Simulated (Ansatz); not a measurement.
**Tb2As2Ir: one candidate of a structure search**

Where does this trial cell of Tb2As2Ir go when cell and atoms are let free?

Method: DFT PBE, scalar-relativistic, plane waves, PAW; 4f electrons in the core of a trivalent norm-conserving potential, in Ansatz 0.2.0.

### Step 1. The system as given

It takes space group P-6m2 (No. 187, hexagonal). Conventional cell: a = 3.997 Å, b = 3.997 Å, c = 9.471 Å, α = 90.00°, β = 90.00°, γ = 120.00°. Tb (site symmetry -6m2) is surrounded by 3 Tb at 2.31 Å. Around As (site symmetry 3m) lie 1 As at 1.88 Å and 3 Ir at 2.49 Å. Around Ir (site symmetry -6m2) lie 6 As at 2.49 Å.

As a file:

```
CELL_PARAMETERS angstrom
3.99702 0.00000 0.00000
-1.99851 3.46153 0.00000
0.00000 0.00000 9.47119
ATOMIC_POSITIONS crystal
Tb 0.00000 0.00000 0.50000
Tb 0.33333 0.66667 0.50000
As 0.33333 0.66667 0.90065
As 0.33333 0.66667 0.09935
Ir 0.66667 0.33333 0.00000
```

A structure generator made this guess: random cell by space group and Wyckoff sites (P-6m2, No. 187). The dimensions are guesses.

### Step 2. A first look at the guess

input.yaml reads:

```yaml
crystal:
  lattice:
    - [3.99702485, 0.0, 0.0]
    - [-1.99851243, 3.46152506, 0.0]
    - [0.0, 0.0, 9.47119293]
  atoms:
    - { symbol: Tb, position: [0.0, 0.0, 0.5] }
    - { symbol: Tb, position: [0.33333333, 0.66666667, 0.5] }
    - { symbol: As, position: [0.33333333, 0.66666667, 0.90064531] }
    - { symbol: As, position: [0.33333333, 0.66666667, 0.09935469] }
    - { symbol: Ir, position: [0.66666667, 0.33333333, 0.0] }
basis:
  ecutwfc: 690
kpoints:
  mp_grid: { grid: [6, 6, 2] }
hamiltonian:
  xc: pbe
  pseudopotentials:
    kind: paw
    azcp: { Tb: "pseudopotentials/pbe/nc/lanthanide_3plus/Tb.nc.azcp" }
scf:
  occupations: { method: gaussian, width: 0.1 }
  lower_state_search: "off"
output:
  forces: true
  stress: true
  eigenvalues: true
```

Launch:

```sh
$ ansatz run input.yaml --threads 1 --pin off --max-ram 2560MiB --backend cpu --events-out ev --progress --plain --runs-dir out
```

The session goes on with these runs: coarse relaxation; spin check on a coarse mesh; final relaxation.

What does the calculation give? Wanted: conventional cell; volume; energy over the elements; gap on the mesh.

As calculated:

| quantity | value |
| --- | --- |
| symmetry at the end (tolerance 0.05 Å) | space group P-6m2 (No. 187) |
| conventional cell | a = 4.431 Å, b = 4.431 Å, c = 7.671 Å, α = 90.00°, β = 90.00°, γ = 120.00° |
| volume | 26.08 Å³/atom |
| energy over the elements | +1.25 eV/atom |
| gap on the mesh | none (metal) |

In words: The space group P-6m2 (No. 187) is kept, at nearly the size of the first guess. With a positive formation energy it can't be a ground state. No finished test with a distortion of lower symmetry is shown, so the end may be a saddle point. The runs treat Ir, Tb without spin-orbit coupling. Where forces pass 15 eV/Å atoms stand far too close, the PAW spheres overlap strongly and those numbers are rough. The lanthanide's 4f electrons sit in the core of its potential, so it is trivalent by construction and shows no f bands or moments. Other magnetic orders were not searched.

No U or exact exchange acts on the 4f shell of Tb, so a metallic reading can be the functional's.
